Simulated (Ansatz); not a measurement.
I need a ladder of methods at one geometry of C2H8GeSi, SMILES C=C[SiH2][GeH3]. Use Ansatz's Python interface. Use (for the species named): r2scan0, def2-SVP basis, multiplicity 1. The script varies functional: r2scan0, pbe, hse06, cam_b3lyp, r2scan.

```tsv
atom	x (Å)	y (Å)	z (Å)
C	-2.0421	1.0898	0.9707
C	-0.8426	0.9124	0.3984
Si	-0.1234	-0.8002	0.0916
Ge	1.9264	-0.5640	-0.9641
H	-2.3736	2.0901	1.1494
H	-2.5842	0.2270	1.3380
H	-0.2497	1.7583	0.0605
H	-1.0901	-1.5369	-0.7411
H	0.0352	-1.4634	1.3595
H	2.9144	0.1842	-0.1083
H	2.5260	-1.9832	-1.2691
H	1.7215	0.1407	-2.3464
```

The script, `c2h8gesi.py`:
```python
from pathlib import Path
import warnings

import ansatz as az
from ase import Atoms
import numpy as np

warnings.simplefilter("ignore", az.DeckWarning)

atoms = Atoms(["C", "C", "Si", "Ge", "H", "H", "H", "H", "H", "H", "H", "H"], positions=[
    (-2.0421, 1.0898, 0.9707),
    (-0.8426, 0.9124, 0.3984),
    (-0.1234, -0.8002, 0.0916),
    (1.9264, -0.564, -0.9641),
    (-2.3736, 2.0901, 1.1494),
    (-2.5842, 0.227, 1.338),
    (-0.2497, 1.7583, 0.0605),
    (-1.0901, -1.5369, -0.7411),
    (0.0352, -1.4634, 1.3595),
    (2.9144, 0.1842, -0.1083),
    (2.526, -1.9832, -1.2691),
    (1.7215, 0.1407, -2.3464),
])
geometry = az.Crystal.molecule_from_ase(atoms)

calc = geometry.calculation().basis(gaussian="def2-SVP")

print("functional    E (Ha)        dipole (D)   HOMO (eV)  LUMO (eV)")
for name in ["r2scan0", "pbe", "hse06", "cam_b3lyp", "r2scan"]:
    data = calc.functional(name).forces().orbitals().run(threads=1, pin="off", runs_dir="runs").report
    lines = Path(data["orbitals_path"]).read_text().splitlines()
    field_of = lambda key: [line.split("=")[1].strip() for line in lines if line.startswith(key)]
    orbitals = [(27.211386 * float(e), s, float(n)) for e, s, n in zip(field_of("Ene="), field_of("Spin="), field_of("Occup="))]
    homo = max(e for e, _, n in orbitals if n > 0.5)
    lumo = min(e for e, _, n in orbitals if n < 0.5)
    dipole = 4.803205 * np.linalg.norm(data["charge_distribution"]["dipole_moment_e_ang"])
    print(f"{name:10s} {data['free_energy_ev'] / 27.211386246:14.6f} {dipole:9.3f} {homo:11.3f} {lumo:10.3f}")
```

Running `python c2h8gesi.py` prints:
```text
functional    E (Ha)        dipole (D)   HOMO (eV)  LUMO (eV)
r2scan0      -2446.953732     0.794      -8.029     -0.473
pbe          -2446.476273     0.782      -6.704     -1.518
hse06        -2446.570183     0.783      -7.457     -0.932
cam_b3lyp    -2447.136392     0.759      -9.143      0.702
r2scan       -2446.982180     0.797      -6.964     -1.373
```

Notes:
- Total energies depend on the basis set; only differences at equal settings carry meaning.
- The geometry is a force-field or estimated start, not a minimum of this method, and the basis set is short of its limit. A lower total doesn't mark the better method: functionals have no common bound, and MP2 and coupled cluster aren't variational.
- Levels such as HOMO and LUMO are orbital energies: with these approximate functionals they aren't the ionisation energy and electron affinity, and their gap isn't the fundamental gap.
- hse06 follows the composition of plane-wave codes, whose totals differ by tens of mHa, up to about 0.1 Ha, from the form usual in Gaussian-basis programs (wpbeh).
- The whole script took 18 s on 1 thread of Intel(R) Xeon(R) 6975P-C (Granite Rapids), on a shared host, peak memory 0.41 GiB.
